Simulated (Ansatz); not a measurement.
**LaSi (CsCl type): equation of state and elastic constants**

One table from this session's results is given with a row withheld; the runs are named, their logs left out.

Method: DFT PBEsol, scalar-relativistic, plane waves, PAW, in Ansatz 0.2.0.

### The system as given

The structure is cubic, space group Pm-3m (No. 221). Conventional cell: a = 3.659 Å, b = 3.659 Å, c = 3.659 Å, α = 90.00°, β = 90.00°, γ = 90.00°. Around La (site symmetry m-3m) lie 8 Si at 3.17 Å. Si (site symmetry m-3m) is surrounded by 8 La at 3.17 Å.

Coordinates:

```xyz
2
Lattice="3.6593 0.0000 0.0000 0.0000 3.6593 0.0000 0.0000 0.0000 3.6593" Properties=species:S:1:pos:R:3 pbc="T T T"
La    0.0000    0.0000    0.0000
Si    1.8297    1.8297    1.8297
```

An earlier run at PBEsol left this cell at 24.500 Å³/atom and 0.01 GPa (8×8×8 mesh).

Volume factors to run: 0.980, 1.020, 0.960, 1.040.

The first run:

The input, input.yaml:

```yaml
crystal:
  lattice:
    - [3.6347458713, 0.0, 0.0]
    - [0.0, 3.6347458713, 0.0]
    - [0.0, 0.0, 3.6347458713]
  atoms:
    - { symbol: La, position: [0.0, 0.0, 0.0] }
    - { symbol: Si, position: [0.5, 0.5, 0.5] }
basis:
  ecutwfc: 420
  ecutrho_ratio: 4
kpoints:
  mp_grid: { grid: [8, 8, 8] }
hamiltonian:
  xc: pbesol
scf:
  occupations: { method: gaussian, width: 0.05 }
output:
  forces: true
  stress: true
  eigenvalues: true
```

Among the steps run: Scaling the volume by 0.980; At 1.020 of the relaxed volume; Volume × 0.960; Volume × 1.040.

One table of the session follows, with a row left open; its other results are not shown here.

It belongs to the step «Energy and pressure against volume». 

| volume (Å³/atom) | energy (meV/atom) | pressure (GPa) |
| --- | --- | --- |
| 23.520 | 8.83 | 2.99 |
| 24.010 | ? | ? |
| 24.500 | 0.00 | 0.01 |
| 24.990 | 2.04 | -1.27 |
| 25.480 | 7.82 | -2.42 |

**Question.** Estimate the row for volume (Å³/atom) = 24.010.

Worked estimate for «energy (meV/atom)». A straight line through the neighbours (23.520, 8.83) and (24.500, 0.00) gives 8.83 + (0.00 − 8.83) × (24.010 − 23.520) / (24.500 − 23.520) = 4.41; a parabola fitted to 3 rows on both sides gives 2.26.

The run gave: energy (meV/atom): 2.12; pressure (GPa): 1.43. In «energy (meV/atom)» the line misses by +2.29 and the parabola by +0.14.
